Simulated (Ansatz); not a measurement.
# Al4Ir: the cost of one run

Program: Ansatz 0.2.0. Level of theory: DFT PBE, scalar-relativistic, plane waves, PAW. These are calculated values, not measurements.

1 further run of the same task is left out (it didn't finish).

### 1 The structure to begin with

Symmetry: Pm-3m, No. 221, cubic system. Conventional cell: a = 4.433 Å, b = 4.433 Å, c = 4.433 Å, α = 90.00°, β = 90.00°, γ = 90.00°. Al (site symmetry 4/mmm) has 2 Al at 2.22 Å as nearest neighbours. Al (site symmetry m-3m) has 6 Al at 2.22 Å as nearest neighbours. Ir (site symmetry m-3m) is surrounded by 12 Al at 3.13 Å.

As a file:

```cif
data_structure
_symmetry_space_group_name_H-M 'P 1'
_symmetry_Int_Tables_number 1
_cell_length_a 4.4326
_cell_length_b 4.4326
_cell_length_c 4.4326
_cell_angle_alpha 90.000
_cell_angle_beta 90.000
_cell_angle_gamma 90.000
_cell_volume 87.09
loop_
_atom_site_label
_atom_site_type_symbol
_atom_site_fract_x
_atom_site_fract_y
_atom_site_fract_z
_atom_site_occupancy
Al1 Al 0.00000 0.50000 0.50000 1
Al2 Al 0.50000 0.00000 0.50000 1
Al3 Al 0.50000 0.50000 0.00000 1
Al4 Al 0.50000 0.50000 0.50000 1
Ir1 Ir 0.00000 0.00000 0.00000 1
```

A structure generator made this guess: random cell by space group and Wyckoff sites (Pm-3m, No. 221). The dimensions are guesses.

### 2 A first look at the guess

Input file input.yaml:

```yaml
crystal:
  lattice:
    - [4.43263883, 0.0, 0.0]
    - [0.0, 4.43263883, 0.0]
    - [0.0, 0.0, 4.43263883]
  atoms:
    - { symbol: Al, position: [0.0, 0.5, 0.5] }
    - { symbol: Al, position: [0.5, 0.0, 0.5] }
    - { symbol: Al, position: [0.5, 0.5, 0.0] }
    - { symbol: Al, position: [0.5, 0.5, 0.5] }
    - { symbol: Ir, position: [0.0, 0.0, 0.0] }
basis:
  ecutwfc: 420
kpoints:
  mp_grid: { grid: [4, 4, 4] }
hamiltonian:
  xc: pbe
scf:
  occupations: { method: gaussian, width: 0.1 }
  lower_state_search: "off"
output:
  forces: true
  stress: true
  eigenvalues: true
```

Run with:

```sh
$ ansatz run input.yaml --threads 1 --pin off --max-ram 2560MiB --backend cpu --events-out ev --progress --plain --runs-dir out
```

**Question.** How long does this run take on 1 thread of Arm Neoverse V1, shared host, and how much memory does it need?

About 1.2 s, with a peak of 0.3 GiB.
